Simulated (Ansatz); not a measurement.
# C₂H₇FSSi: one species, many methods

How much do the methods differ for C₂H₇FSSi? The plan is to run it at one geometry with functionals of several rungs and with coupled cluster, and see how far each lands from CCSD(T) at the basis-set limit for the atomisation energy.

The runs use Ansatz 0.2.0, Gaussian basis; functionals in def2-TZVPP, the program's frozen cores in correlated methods.

Plan: PBE-D4, r2SCAN-D4, PBE0-D4, B3LYP-D4, ωB97X-V, ωB97M-V, B2PLYP; CCSD(T)/def2-TZVPP; MP2/def2-QZVPP; extrapolation to the limit.

### 1 The relaxed structure

The geometry comes from an earlier relaxation with PBE0-D4 in a triple-zeta def2 set; it is a stationary point, not always the lowest conformer.

SMILES `CSC(F)[SiH3]`, 12 atoms, charge 0, spin multiplicity 1.

Atoms are counted from 1 here; the program's logs count them from 0.

Bond lengths: C1–S2 1.801 Å, C1–H6 1.090 Å, C1–H7 1.089 Å, C1–H8 1.091 Å, S2–C3 1.774 Å, C3–F4 1.398 Å, C3–Si5 1.906 Å, C3–H9 1.096 Å, Si5–H10 1.484 Å, Si5–H11 1.483 Å, Si5–H12 1.484 Å. Angles: S2–C1–H6 106.9°, S2–C1–H7 110.5°, S2–C1–H8 111.0°, H6–C1–H7 109.0°, H6–C1–H8 109.0°, H7–C1–H8 110.4°, C1–S2–C3 101.3°, S2–C3–F4 112.4°, S2–C3–Si5 109.0°, S2–C3–H9 109.0°, F4–C3–Si5 109.9°, F4–C3–H9 106.4°, Si5–C3–H9 110.1°, C3–Si5–H10 108.4°, C3–Si5–H11 109.5°, C3–Si5–H12 108.4°, H10–Si5–H11 110.3°, H10–Si5–H12 110.0° and more.

### 2 PBE-D4 (GGA)

in.yaml

```yaml
crystal:
  periodic: [false, false, false]
  atoms:
    - {symbol: C, position_ang: [-1.260146, 1.145043, 1.545116]}
    - {symbol: S, position_ang: [0.336238, 0.439110, 1.101196]}
    - {symbol: C, position_ang: [-0.075236, -0.442568, -0.382252]}
    - {symbol: F, position_ang: [-0.778874, -1.622640, -0.122546]}
    - {symbol: Si, position_ang: [1.528454, -0.837819, -1.333965]}
    - {symbol: H, position_ang: [-1.113831, 1.703180, 2.470395]}
    - {symbol: H, position_ang: [-1.991495, 0.356482, 1.719144]}
    - {symbol: H, position_ang: [-1.614157, 1.827670, 0.771371]}
    - {symbol: H, position_ang: [-0.733966, 0.180831, -0.997143]}
    - {symbol: H, position_ang: [2.011392, 0.409457, -1.977464]}
    - {symbol: H, position_ang: [2.548565, -1.358349, -0.391183]}
    - {symbol: H, position_ang: [1.219855, -1.855696, -2.368771]}
basis:
  gaussian: {orbitals: def2-TZVPP}
hamiltonian: {xc: pbe, dispersion: d4}
output: {forces: true, orbitals: {seedname: orbitals}}
```

The run is started by

```sh
ansatz run in.yaml --threads 4 --pin off --events-out ev --progress --plain --max-ram 10444MiB
```

Further steps of the session: r2SCAN-D4 (meta-GGA); PBE0-D4 (hybrid); B3LYP-D4 (hybrid); ωB97X-V (range-separated); ωB97M-V (range-separated); B2PLYP (double hybrid); CCSD(T) in def2-TZVPP; MP2 in def2-QZVPP.

**Question.** What will the summary of the whole plan be? Wanted: atomisation energy, CCSD(T)/CBS; farthest; mean size of error, hybrid; mean size of error, range-separated; gap, smallest and largest; T1 diagnostic; triples share of the correlation energy.

As calculated:

| quantity | value |
| --- | --- |
| atomisation energy, CCSD(T)/CBS | 4110.9 kJ/mol |
| functionals within 20.6 kJ/mol (0.5 %) | r2SCAN-D4, PBE0-D4, B3LYP-D4, ωB97M-V |
| farthest | PBE-D4 (+64.4 kJ/mol) |
| mean size of error, hybrid | 3.5 kJ/mol |
| mean size of error, range-separated | 19.7 kJ/mol |
| gap, smallest and largest | 5.22 eV (PBE-D4), 11.73 eV (ωB97X-V) |
| T1 diagnostic | 0.0120 |
| triples share of the correlation energy | 3.7 % |

**Reading.** PBE-D4 is off by +64.4 kJ/mol. Double hybrids carry the basis error of their MP2 part in triple zeta, and no dispersion term here, so their miss is partly the set-up's. The reference freezes the cores and leaves out relativity and excitations past (T), so misses under about 20.6 kJ/mol can't be ranked. Hartree-Fock recovers 73 % of the binding; the rest is correlation. Orbital gaps span 5.2 to 11.7 eV; exact exchange widens them.
